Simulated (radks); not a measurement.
# Rh³⁺ in [Kr] 4d6: an all-electron calculation

An exercise on one series of results from a longer session: the logs are not shown, and one member is left open.

Program: radks (a radial shooting solver on a logarithmic mesh, Libxc functionals) version 1. Level of theory: scalar-relativistic Kohn-Sham, SCAN, spin-unpolarised, spherical densities, finite nucleus. These are calculated values, not measurements, unless marked.

## Starting point

- element: rhodium (Z = 45)
- charge: +3
- electrons: 42
- configuration: [Kr] 4d6
- nuclear rms radius: 4.4945 fm

The outer shells:

Rh³⁺
```
[Kr] core
4d [↑↓][↑ ][↑ ][↑ ][↑ ]
```

Set-up of the first run:

Settings of this run:

```text
Z 45
configuration [Kr] 4d6
relativity scalar-relativistic
functional scan,scan
spin unpolarised
nucleus finite rms 4.4945 fm
c 137.035999084
```

Among the steps run: Self-consistent calculation.

One of the session's tables, all rows but one given; the rest of the session is left out.

It belongs to the step «Shells». Sizes of the orbitals, from the radial functions (bohr):

| level | <r> | outermost maximum (interpolated) | 90 % within | nodes |
| --- | --- | --- | --- | --- |
| 1s | 0.03263 | 0.0212 | 0.0585 | 0 |
| 2s | 0.1418 | 0.120 | 0.219 | 1 |
| 2p | 0.1237 | 0.0958 | 0.201 | 0 |
| 3s | 0.3896 | 0.351 | 0.574 | 2 |
| 3p | ? | ? | ? | ? |
| 3d | 0.3703 | 0.292 | 0.587 | 0 |
| 4s | 0.9757 | 0.882 | 1.41 | 3 |
| 4p | 1.066 | 0.942 | 1.57 | 2 |
| 4d | 1.363 | 1.11 | 2.11 | 1 |

**Question.** Estimate the row for 3p.

The run gave: <r>: 0.3898; outermost maximum (interpolated): 0.344; 90 % within: 0.587; nodes: 1. In the column «<r>» it lies between 3s (0.3896) and 4s (0.9757).

Caveats from the session: Spin polarisation and multiplet splitting are left out.
